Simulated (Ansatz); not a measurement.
# Cl3FH2MoO2: one species, many methods

The task here is to estimate one member of a computed series from the others.

The runs use Ansatz 0.2.0, Gaussian basis; functionals in def2-TZVPP, the program's frozen cores in correlated methods.

Plan: LDA (SPW92), PBE-D4, revPBE-D4, BLYP-D4, r2SCAN-D4, B97M-V, PBE0-D4, B3LYP-D4, r2SCANh-D4, r2SCAN0-D4, HSE06-D4, BHLYP-D4, CAM-B3LYP-D4, LC-ωPBE, ωB97X-V, ωB97M-V, B2PLYP, PBE-QIDH; CCSD(T)/def2-SVP; MP2/def2-TZVPP; MP2/def2-QZVPP; RPA on PBE.

2 further runs of the same task are left out: 2 for a known fault of the program. Runs told in other sessions of the task aren't counted.

## The geometry

An earlier PBE0-D4 in a triple-zeta def2 set relaxation fixed the geometry. Mo takes the def2 core potential; no spin-orbit term is included.

9 atoms, charge 0, spin multiplicity 1.

Atoms are counted from 1 here; the program's logs count them from 0.

Bond lengths: O1–Mo2 1.846 Å, O1–H8 0.966 Å, Mo2–O3 1.844 Å, Mo2–F4 1.875 Å, Mo2–Cl5 2.348 Å, Mo2–Cl6 2.263 Å, Mo2–Cl7 2.280 Å, O3–H9 0.965 Å. Angles: Mo2–O1–H8 121.2°, O1–Mo2–O3 95.3°, O1–Mo2–F4 81.1°, O1–Mo2–Cl5 167.5°, O1–Mo2–Cl6 90.8°, O1–Mo2–Cl7 99.9°, O3–Mo2–F4 94.3°, O3–Mo2–Cl5 80.9°, O3–Mo2–Cl6 91.9°, O3–Mo2–Cl7 164.7°, F4–Mo2–Cl5 87.2°, F4–Mo2–Cl6 170.3°, F4–Mo2–Cl7 87.6°, Cl5–Mo2–Cl6 101.2°, Cl5–Mo2–Cl7 84.0°, Cl6–Mo2–Cl7 88.5°, Mo2–O3–H9 122.8°.

The first run:

Input file in.yaml:

```yaml
crystal:
  periodic: [false, false, false]
  atoms:
    - {symbol: O, position_ang: [-1.433615, -1.071619, 0.097576]}
    - {symbol: Mo, position_ang: [-0.103914, 0.204058, -0.006829]}
    - {symbol: O, position_ang: [1.102062, -0.876442, -0.888630]}
    - {symbol: F, position_ang: [0.295760, -0.492969, 1.687199]}
    - {symbol: Cl, position_ang: [1.816182, 1.536704, 0.213842]}
    - {symbol: Cl, position_ang: [-0.951394, 0.975295, -1.958060]}
    - {symbol: Cl, position_ang: [-1.137212, 1.936521, 1.056102]}
    - {symbol: H, position_ang: [-1.506604, -1.655970, 0.863195]}
    - {symbol: H, position_ang: [2.007234, -0.601879, -1.081396]}
basis:
  gaussian: {orbitals: def2-TZVPP}
hamiltonian: {xc: lda}
output: {orbitals: {seedname: orbitals}}
```

Launch:

```
> ansatz run in.yaml --threads 4 --pin off --events-out ev --progress --plain --max-ram 11315MiB
```

Steps of the session up to this table: LDA; PBE-D4 (GGA); revPBE-D4 (GGA); BLYP-D4 (GGA); r2SCAN-D4 (meta-GGA); B97M-V (meta-GGA); PBE0-D4 (hybrid); B3LYP-D4 (hybrid); r2SCANh-D4 (hybrid); r2SCAN0-D4 (hybrid); HSE06-D4 (hybrid); BHLYP-D4 (hybrid); CAM-B3LYP-D4 (range-separated); LC-ωPBE (range-separated); ωB97X-V (range-separated); ωB97M-V (range-separated); B2PLYP (double hybrid); PBE-QIDH (double hybrid).

One table of the session follows, with a row left open; its other results are not shown here.

It belongs to the step «Frontier levels by functional». 

```
  functional  HOMO (eV)  LUMO (eV)  gap (eV)
 LDA (SPW92)      -7.49      -5.67      1.83
      PBE-D4      -7.32      -5.48      1.84
   revPBE-D4          ?          ?         ?
     BLYP-D4      -7.17      -5.38      1.80
   r2SCAN-D4      -7.68      -5.63      2.06
      B97M-V      -7.78      -5.65      2.13
     PBE0-D4      -8.74      -5.05      3.68
    B3LYP-D4      -8.47      -5.21      3.26
  r2SCANh-D4      -8.20      -5.44      2.76
  r2SCAN0-D4      -8.98      -5.14      3.84
    HSE06-D4      -8.33      -5.42      2.92
    BHLYP-D4     -10.01      -4.44      5.58
CAM-B3LYP-D4     -10.08      -4.14      5.94
     LC-ωPBE     -11.45      -3.17      8.28
     ωB97X-V     -11.09      -3.18      7.91
     ωB97M-V     -10.94      -3.15      7.79
```

Q: Estimate the row for revPBE-D4 from the others.

As computed: HOMO (eV): -7.26; LUMO (eV): -5.41; gap (eV): 1.85. In the column «HOMO (eV)» it lies between PBE-D4 (-7.32) and BLYP-D4 (-7.17).
